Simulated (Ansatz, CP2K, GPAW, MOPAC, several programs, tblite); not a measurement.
# Mg3ZnS4: cheap methods against density-functional theory

Aim: run Mg3ZnS4 through methods of unlike cost and see what each gets, and at what price.

Computed with MOPAC, tblite, CP2K, Ansatz, GPAW (versions at each run) (no spin polarisation, static lattice; gaps from single points on the cell relaxed beforehand with r²SCAN, unless a step's input says otherwise).

## (1) The structure to begin with

Symmetry: I-42m, No. 121, tetragonal system. Conventional cell: a = 5.597 Å, b = 5.597 Å, c = 11.176 Å, α = 90.00°, β = 90.00°, γ = 90.00°. Mg (site symmetry -4) has 4 S at 2.44 Å in its first shell of neighbours. S (site symmetry m) is surrounded by 1 Zn at 2.35 Å and 3 Mg at 2.44 to 2.45 Å. Around Mg (site symmetry -42m) lie 4 S at 2.45 Å. Zn (site symmetry -42m) is surrounded by 4 S at 2.35 Å.

Coordinates:

```xyz
8
Lattice="-2.7987 2.7987 5.5878 2.7987 -2.7987 5.5878 2.7987 2.7987 -5.5878" Properties=species:S:1:pos:R:3 pbc="T T T"
Mg    0.0000    2.7987    2.7939
S     1.4420   -1.4420    4.2253
Mg    0.0000    0.0000    5.5878
S     1.4420    1.4420    6.9503
Mg    2.7987    0.0000    2.7939
S    -1.4420    1.4420    4.2253
Zn    0.0000    0.0000    0.0000
S     1.3567    1.3567    1.3625
```

The structure type (ordered alloy on zincblende lattice) is imposed and need not be the compound's stable one.

**Question.** The methods are PM6, PM7, GFN1-xTB (tblite), GFN2-xTB (tblite), PBE/DZVP, PBE/SZV, coarse PBE, GLLB-SC, PBE, r2SCAN. What gap does r2SCAN give on this cell, and which other methods (full PBE left aside) come nearest to r2SCAN and farthest in gap, volume and bulk modulus?

| quantity | value |
| --- | --- |
| r2SCAN | gap 3.72 eV, 21.88 Å³/atom, B₀ 64 GPa |
| gap: nearest and farthest of the other methods | coarse PBE (-0.60 eV), GFN1-xTB (tblite) (-3.59 eV) |
| volume: nearest and farthest of the other methods | GFN1-xTB (tblite) (+0.2 %), GFN2-xTB (tblite) (-1.8 %) |
| bulk modulus: nearest and farthest of the other methods | GFN1-xTB (tblite) (-21 %), GFN2-xTB (tblite) (-31 %) |

What this shows: Among the 8 methods compared for the gap (full PBE left aside), coarse PBE is nearest to r2SCAN and GFN1-xTB (tblite) farthest. Among the 2 methods compared for the volume (full PBE left aside), GFN1-xTB (tblite) is nearest to r2SCAN and GFN2-xTB (tblite) farthest. For the bulk modulus, of the 2 methods compared (full PBE left aside), GFN1-xTB (tblite) comes nearest to r2SCAN and GFN2-xTB (tblite) is farthest. A minimal basis or a coarse cutoff and mesh shifts results by its own error, so closeness to r2SCAN can be chance. Cluster runs see only the k-points that fold onto the zone centre, so their gaps can miss the band edges. GLLB-SC is compared with its derivative discontinuity added. No volume is given for PM6, PM7, PBE/DZVP, PBE/SZV, coarse PBE, which can hide a larger miss. CPU times run from 3 s (GFN1-xTB (tblite)) to 91 s (GLLB-SC). On this cell PM6, GLLB-SC cost more than r2SCAN itself (54 s), so they are no saving here. r2SCAN is a yardstick, not the truth: it usually gives gaps below the measured ones.
